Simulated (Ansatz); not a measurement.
# Ge2H6: the cost of one run

Program: Ansatz 0.2.0. Level of theory: RKS PBE/def2-SVP. These are calculated values, not measurements.

1 further run of the same task is left out (set aside as unsound or not needed).

**1. Starting point**

Bond lengths: Ge1–Ge2 2.400 Å, Ge2–H3 1.550 Å, Ge2–H4 1.550 Å, Ge2–H5 1.550 Å, Ge1–H6 1.550 Å, Ge1–H7 1.549 Å, Ge1–H8 1.549 Å. Angles: Ge1–Ge2–H3 109.5°, Ge1–Ge2–H4 109.5°, Ge1–Ge2–H5 109.5°, H3–Ge2–H4 109.4°, H3–Ge2–H5 109.4°, H4–Ge2–H5 109.4°, Ge2–Ge1–H6 109.5°, Ge2–Ge1–H7 109.5°, Ge2–Ge1–H8 109.5°, H6–Ge1–H7 109.5°, H6–Ge1–H8 109.5°, H7–Ge1–H8 109.5°.

Structure file:

```xyz
8

Ge    0.0000    0.0000    0.0000
Ge    0.0000    0.0000    2.4000
H    -1.3958   -0.4318    2.9174
H     1.0719   -0.9929    2.9174
H     0.3240    1.4247    2.9174
H     1.4616    0.0000   -0.5162
H    -0.7300    1.2648   -0.5162
H    -0.7300   -1.2648   -0.5162
```

**2. Relaxing the start**

Input file input.yaml:

```yaml
crystal:
  periodic: [false, false, false]
  atoms:
    - { symbol: Ge, position_ang: [0.0, 0.0, 0.0] }
    - { symbol: Ge, position_ang: [0.0, 0.0, 2.4] }
    - { symbol: H, position_ang: [-1.3958, -0.4318, 2.9174] }
    - { symbol: H, position_ang: [1.0719, -0.9929, 2.9174] }
    - { symbol: H, position_ang: [0.324, 1.4247, 2.9174] }
    - { symbol: H, position_ang: [1.4616, 0.0, -0.5162] }
    - { symbol: H, position_ang: [-0.73, 1.2648, -0.5162] }
    - { symbol: H, position_ang: [-0.73, -1.2648, -0.5162] }
basis:
  gaussian: { orbitals: def2-SVP }
hamiltonian:
  xc: pbe
relax:
  f_tol: 0.02
  max_steps: 40
```

On the command line:

```
> ansatz run input.yaml --threads 1 --pin off --max-ram 2048MiB --backend cpu --events-out ev --progress --plain --runs-dir out
```

**Question.** How long does this run take on 1 thread of Arm Neoverse V1, shared host, and how much memory does it need?

About 20 s, with a peak of 0.13 GiB.
